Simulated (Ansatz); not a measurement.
# YAlC4N4: the cost of one run

Computed with Ansatz 0.2.0 (DFT PBE, scalar-relativistic, plane waves, PAW, unless a step's input says otherwise).

**1. The starting structure**

It takes space group P4/mmm (No. 123, tetragonal). Conventional cell: a = 7.432 Å, b = 7.432 Å, c = 4.012 Å, α = 90.00°, β = 90.00°, γ = 90.00°. Around Y (site symmetry 4/mmm) lie 4 N at 2.21 Å. Al (site symmetry 4/mmm) is surrounded by 4 C at 1.87 Å. Around C (site symmetry m2m) lie 1 N at 1.17 Å and 1 Al at 1.87 Å. N (site symmetry m2m) is surrounded by 1 C at 1.17 Å.

Structure file:

```xyz
10
Lattice="7.4317 0.0000 0.0000 0.0000 7.4317 0.0000 0.0000 0.0000 4.0123" Properties=species:S:1:pos:R:3 pbc="T T T"
Y     3.7158    3.7158    0.0000
Al    0.0000    0.0000    0.0000
C     1.3258    6.1059    0.0000
C     6.1059    1.3258    0.0000
C     1.3258    1.3258    0.0000
C     6.1059    6.1059    0.0000
N     2.1531    5.2786    0.0000
N     5.2786    2.1531    0.0000
N     2.1531    2.1531    0.0000
N     5.2786    5.2786    0.0000
```

The cell is invented: stacked square cyanide-bridged sheets (P4/mmm, No. 123). Its size is a rough estimate.

**2. The guess as it stands, on a coarse mesh**

input.yaml

```yaml
crystal:
  lattice:
    - [7.43169227, 0.0, 0.0]
    - [0.0, 7.43169227, 0.0]
    - [0.0, 0.0, 4.01232553]
  atoms:
    - { symbol: "Y", position: [0.5, 0.5, 0.0] }
    - { symbol: Al, position: [0.0, 0.0, 0.0] }
    - { symbol: C, position: [0.17840152, 0.82159848, 0.0] }
    - { symbol: C, position: [0.82159848, 0.17840152, 0.0] }
    - { symbol: C, position: [0.17840152, 0.17840152, 0.0] }
    - { symbol: C, position: [0.82159848, 0.82159848, 0.0] }
    - { symbol: "N", position: [0.28972407, 0.71027593, 0.0] }
    - { symbol: "N", position: [0.71027593, 0.28972407, 0.0] }
    - { symbol: "N", position: [0.28972407, 0.28972407, 0.0] }
    - { symbol: "N", position: [0.71027593, 0.71027593, 0.0] }
basis:
  ecutwfc: 420
kpoints:
  mp_grid: { grid: [4, 4, 4] }
hamiltonian:
  xc: pbe
scf:
  occupations: { method: gaussian, width: 0.1 }
  lower_state_search: "off"
output:
  forces: true
  stress: true
  eigenvalues: true
```

Launch:

```bash
> ansatz run input.yaml --threads 1 --pin off --max-ram 2560MiB --backend cpu --events-out ev --progress --plain --runs-dir out
```

Q: Estimate wall time and peak memory on 1 thread of AMD EPYC 9R45 (Zen 5), shared host.

About 3.2 s, with a peak of 0.54 GiB.
